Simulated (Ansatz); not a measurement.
# C2H9AlGe: a ladder of functionals and wavefunction methods

Aim: compute C2H9AlGe with functionals from several rungs and with coupled cluster, and see how far each lands from CCSD(T) at the basis-set limit for the atomisation energy.

Program: Ansatz 0.2.0, Gaussian basis. Level of theory: functionals in def2-TZVPP, the program's frozen cores in correlated methods. These are calculated values, not measurements.

Plan: PBE-D4, r2SCAN-D4, PBE0-D4, B3LYP-D4, ωB97X-V, ωB97M-V, B2PLYP; CCSD(T)/def2-TZVPP; MP2/def2-QZVPP; extrapolation to the limit.

### Step 1. The geometry

The geometry comes from an earlier relaxation with PBE0-D4 in a triple-zeta def2 set; it is a stationary point, not always the lowest conformer.

SMILES `[CH3][GeH2][CH2][AlH2]`, 13 atoms, charge 0, spin multiplicity 1.

Atoms are counted from 1 here; the program's logs count them from 0.

Bond lengths: C1–Ge2 1.946 Å, C1–H5 1.090 Å, C1–H6 1.091 Å, C1–H7 1.091 Å, Ge2–C3 1.952 Å, Ge2–H8 1.602 Å, Ge2–H9 1.537 Å, C3–Al4 1.961 Å, C3–H10 1.090 Å, C3–H11 1.089 Å, Al4–H12 1.587 Å, Al4–H13 1.589 Å. Angles: Ge2–C1–H5 110.8°, Ge2–C1–H6 109.6°, Ge2–C1–H7 109.6°, H5–C1–H6 109.0°, H5–C1–H7 109.0°, H6–C1–H7 108.8°, C1–Ge2–C3 115.6°, C1–Ge2–H8 106.5°, C1–Ge2–H9 113.6°, C3–Ge2–H8 99.7°, C3–Ge2–H9 115.1°, H8–Ge2–H9 104.2°, Ge2–C3–Al4 89.7°, Ge2–C3–H10 110.6°, Ge2–C3–H11 111.3°, Al4–C3–H10 116.6°, Al4–C3–H11 116.7°, H10–C3–H11 110.2° and more.

### Step 2. PBE-D4 (GGA)

File in.yaml:

```yaml
crystal:
  periodic: [false, false, false]
  atoms:
    - {symbol: C, position_ang: [-1.845498, 0.154738, 0.983507]}
    - {symbol: Ge, position_ang: [-0.362636, -0.746310, 0.102569]}
    - {symbol: C, position_ang: [1.407574, -0.002561, 0.456316]}
    - {symbol: Al, position_ang: [1.521766, 0.587052, -1.410439]}
    - {symbol: H, position_ang: [-2.800385, -0.195442, 0.591364]}
    - {symbol: H, position_ang: [-1.808780, -0.042136, 2.055900]}
    - {symbol: H, position_ang: [-1.768067, 1.230290, 0.820820]}
    - {symbol: H, position_ang: [-0.489416, -0.409325, -1.458641]}
    - {symbol: H, position_ang: [-0.449503, -2.279599, 0.165634]}
    - {symbol: H, position_ang: [1.350277, 0.780421, 1.212435]}
    - {symbol: H, position_ang: [2.107344, -0.776681, 0.768650]}
    - {symbol: H, position_ang: [2.196230, -0.361210, -2.489713]}
    - {symbol: H, position_ang: [0.961494, 2.026062, -1.783800]}
basis:
  gaussian: {orbitals: def2-TZVPP}
hamiltonian: {xc: pbe, dispersion: d4}
output: {forces: true, orbitals: {seedname: orbitals}}
```

The run is started by

```console
$ ansatz run in.yaml --threads 4 --pin off --events-out ev --progress --plain --max-ram 10444MiB
```

Further steps of the session: r2SCAN-D4 (meta-GGA); PBE0-D4 (hybrid); B3LYP-D4 (hybrid); ωB97X-V (range-separated); ωB97M-V (range-separated); B2PLYP (double hybrid); CCSD(T) in def2-TZVPP; MP2 in def2-QZVPP.

Q: Predict the results of all the runs planned. Wanted: atomisation energy, CCSD(T)/CBS; farthest; mean size of error, hybrid; mean size of error, range-separated; gap, smallest and largest; T1 diagnostic; triples share of the correlation energy.

The runs gave:

```
                                quantity                                                   value
         atomisation energy, CCSD(T)/CBS                                         1005.4 kcal/mol
functionals within 10.1 kcal/mol (1.0 %)  PBE-D4, r2SCAN-D4, PBE0-D4, B3LYP-D4, ωB97X-V, ωB97M-V
                                farthest                                 B2PLYP (-16.5 kcal/mol)
              mean size of error, hybrid                                            7.4 kcal/mol
     mean size of error, range-separated                                            2.3 kcal/mol
               gap, smallest and largest                    4.94 eV (PBE-D4), 11.09 eV (ωB97X-V)
                           T1 diagnostic                                                  0.0105
 triples share of the correlation energy                                                   3.6 %
```

In words: PBE-D4 is off by -3.6 kcal/mol. Double hybrids carry the basis error of their MP2 part in triple zeta, and no dispersion term here, so their miss is partly the set-up's. The reference freezes the cores and leaves out relativity and excitations past (T), and its outer-core shells are covered unevenly, so misses under about 10.1 kcal/mol can't be ranked. Hartree-Fock recovers 75 % of the binding; the rest is correlation. The gap grows from 4.9 to 11.1 eV across the functionals, mostly with the share of exact exchange. Correlated methods include outer-core shells of Ge, which these sets cover unevenly.
